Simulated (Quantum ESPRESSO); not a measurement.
Write the native input for Quantum ESPRESSO 7.5 that does the following.

```yaml
Task: relaxation of the atoms
Functional: LDA
Potentials_or_basis: PseudoDojo 0.4.1 SR LDA standard
Cutoff: 1361 eV
Density_cutoff: 5442 eV
k_mesh: 8 × 8 × 8
Occupations: gaussian, width 0.01 eV
Spin: no spin polarisation
Form_of_the_LDA_correlation: PW92
Mixing_beta: 0.5
Most_SCF_iterations: 120
SCF_threshold: 4e-10 Ry
Most_ionic_steps: 40
Forc_conv_thr: 0.0001 Ry/bohr
Etot_conv_thr: 1e-05 Ry
Tstress: yes
Ion_dynamics: bfgs
```

GaP:

```
CELL_PARAMETERS angstrom
0.00000 2.66681 2.69375
2.69375 0.00000 2.69375
2.69375 2.66681 0.00000
ATOMIC_POSITIONS crystal
Ga 0.00000 0.00000 0.00000
P 0.25000 0.25000 0.25000
```

The cell was built by a generator and isn't the measured one.

One way to write it, as run:

pw.in

```
&CONTROL
  calculation = 'relax'
  prefix = 'pwscf'
  outdir = './tmp'
  pseudo_dir = './pseudo'
  tprnfor = .true.
  tstress = .true.
  disk_io = 'low'
  nstep = 40
  forc_conv_thr = 0.0001
  etot_conv_thr = 1d-05
/
&SYSTEM
  ibrav = 0
  nat = 2
  ntyp = 2
  ecutwfc = 100
  nbnd = 15
  occupations = 'smearing'
  smearing = 'gaussian'
  degauss = 0.00073499
/
&ELECTRONS
  conv_thr = 4d-10
  electron_maxstep = 120
  mixing_beta = 0.5
/
&IONS
  ion_dynamics = 'bfgs'
/
ATOMIC_SPECIES
Ga    69.7230 Ga.upf
P     30.9738 P.upf
CELL_PARAMETERS angstrom
   0.0000000000    2.6668125000    2.6937500000
   2.6937500000    0.0000000000    2.6937500000
   2.6937500000    2.6668125000    0.0000000000
ATOMIC_POSITIONS crystal
Ga     0.0000000000    0.0000000000    0.0000000000
P      0.2500000000    0.2500000000    0.2500000000
K_POINTS automatic
8 8 8 0 0 0
```

Potentials or basis: PseudoDojo 0.4.1 SR LDA standard.

Launch:

```bash
$ OMP_NUM_THREADS=1 pw.x -in pw.in > pw.out
```

Results of the run:

* Pressure after relaxing: 0.9 GPa
* Band gap on the k mesh: 1.33 eV, indirect (least direct gap 1.94 eV)

Caveat: the relaxation stopped at its first step, so nothing moved.

Run time: 48 s on 1 thread of Intel(R) Xeon(R) Platinum 8375C CPU @ 2.90GHz (Ice Lake) (shared host), peak memory 0.12 GiB.
